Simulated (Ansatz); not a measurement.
# CH₆BNSi: one species, many methods

How much do the methods differ for CH₆BNSi? The plan is to run it at one geometry with functionals of several rungs and with coupled cluster, and see how far each lands from CCSD(T) at the basis-set limit for the atomisation energy.

The runs use Ansatz 0.2.0, Gaussian basis; functionals in def2-TZVPP, the program's frozen cores in correlated methods.

Levels to be run: LDA (SPW92), PBE-D4, revPBE-D4, BLYP-D4, r2SCAN-D4, B97M-V, PBE0-D4, B3LYP-D4, r2SCANh-D4, r2SCAN0-D4, HSE06-D4, BHLYP-D4, CAM-B3LYP-D4, LC-ωPBE, ωB97X-V, ωB97M-V, B2PLYP, PBE-QIDH; CCSD(T)/def2-SVP; CCSD(T)/def2-TZVPP; MP2/def2-QZVPP; extrapolation to the limit; RPA on PBE.

### 1 Structure used throughout

All runs share one geometry, relaxed beforehand with PBE0-D4 in a triple-zeta def2 set.

SMILES `[SiH3]N1BC1`, 10 atoms, charge 0, spin multiplicity 1.

Atoms are counted from 1 here; the program's logs count them from 0.

Bond lengths: Si1–N2 1.718 Å, Si1–H5 1.486 Å, Si1–H6 1.484 Å, Si1–H7 1.486 Å, N2–B3 1.359 Å, N2–C4 1.499 Å, B3–C4 1.537 Å, B3–H8 1.183 Å, C4–H9 1.089 Å, C4–H10 1.089 Å. Angles: N2–Si1–H5 109.8°, N2–Si1–H6 108.6°, N2–Si1–H7 109.8°, H5–Si1–H6 110.1°, H5–Si1–H7 108.4°, H6–Si1–H7 110.1°, Si1–N2–B3 160.1°, Si1–N2–C4 135.0°, B3–N2–C4 64.9°, N2–B3–C4 62.0°, N2–B3–H8 142.6°, C4–B3–H8 155.4°, N2–C4–B3 53.2°, N2–C4–H9 115.5°, N2–C4–H10 115.5°, B3–C4–H9 121.9°, B3–C4–H10 121.9°, H9–C4–H10 113.7°.

### 2 LDA

This LDA is Slater exchange with PW92 correlation.

Contents of in.yaml:

```yaml
crystal:
  periodic: [false, false, false]
  atoms:
    - {symbol: Si, position_ang: [0.301781, 1.464771, 0.412681]}
    - {symbol: N, position_ang: [-0.174916, -0.169920, 0.181862]}
    - {symbol: B, position_ang: [-0.774064, -1.369914, 0.401887]}
    - {symbol: C, position_ang: [0.099723, -1.218138, -0.853983]}
    - {symbol: H, position_ang: [-0.138516, 2.286047, -0.745269]}
    - {symbol: H, position_ang: [-0.322356, 1.967886, 1.661218]}
    - {symbol: H, position_ang: [1.782455, 1.548514, 0.512203]}
    - {symbol: H, position_ang: [-1.482242, -1.942198, 1.157414]}
    - {symbol: H, position_ang: [-0.332533, -1.032152, -1.835881]}
    - {symbol: H, position_ang: [1.123867, -1.586197, -0.889329]}
basis:
  gaussian: {orbitals: def2-TZVPP}
hamiltonian: {xc: lda}
output: {orbitals: {seedname: orbitals}}
```

The run is started by

```sh
$ ansatz run in.yaml --threads 2 --pin off --events-out ev --progress --plain --max-ram 4352MiB
```

The runs that follow: PBE-D4 (GGA); revPBE-D4 (GGA); BLYP-D4 (GGA); r2SCAN-D4 (meta-GGA); B97M-V (meta-GGA); B3LYP-D4 (hybrid); r2SCANh-D4 (hybrid); r2SCAN0-D4 (hybrid); HSE06-D4 (hybrid); BHLYP-D4 (hybrid); CAM-B3LYP-D4 (range-separated); LC-ωPBE (range-separated); ωB97X-V (range-separated); ωB97M-V (range-separated); B2PLYP (double hybrid); PBE-QIDH (double hybrid); CCSD(T) in def2-SVP; CCSD(T) in def2-TZVPP; MP2 in def2-QZVPP; RPA on PBE orbitals.

Q: Predict the results of all the runs planned. Wanted: atomisation energy, CCSD(T)/CBS; farthest beyond LDA; mean size of error, GGA; mean size of error, meta-GGA; mean size of error, hybrid; mean size of error, range-separated; mean size of error, double hybrid; gap, smallest and largest; T1 diagnostic.

**Answer**, as computed:

| quantity | value |
| --- | --- |
| atomisation energy, CCSD(T)/CBS | 849.3 kcal/mol |
| functionals within 4.2 kcal/mol (0.5 %) | revPBE-D4, BLYP-D4, r2SCANh-D4, LC-ωPBE, B2PLYP, PBE-QIDH |
| farthest beyond LDA | PBE-D4 (+16.3 kcal/mol) |
| mean size of error, GGA | 7.6 kcal/mol |
| mean size of error, meta-GGA | 6.4 kcal/mol |
| mean size of error, hybrid | 6.0 kcal/mol |
| mean size of error, range-separated | 7.6 kcal/mol |
| mean size of error, double hybrid | 2.9 kcal/mol |
| gap, smallest and largest | 5.19 eV (LDA (SPW92)), 12.55 eV (LC-ωPBE) |
| T1 diagnostic | 0.0132 |
| triples share of the correlation energy | 4.0 % |

In words: LDA overbinds by 116.5 kcal/mol (14 %). PBE-D4 misses by +16.3 kcal/mol. Double hybrids carry the basis error of their MP2 part in triple zeta, and no dispersion term here, so their miss is partly the set-up's. By mean error the best rung here is double hybrid (2.9 kcal/mol) and the worst beyond LDA is range-separated (7.6 kcal/mol). Misses under about 4.2 kcal/mol are within the doubt on the reference itself, which lacks core-valence correlation, relativity and higher excitations. Hartree-Fock recovers 74 % of the binding; the rest is correlation. CCSD(T) in def2-SVP is off by -45.8 kcal/mol, which most functionals beat. The gap grows from 5.2 to 12.5 eV across the functionals, mostly with the share of exact exchange.
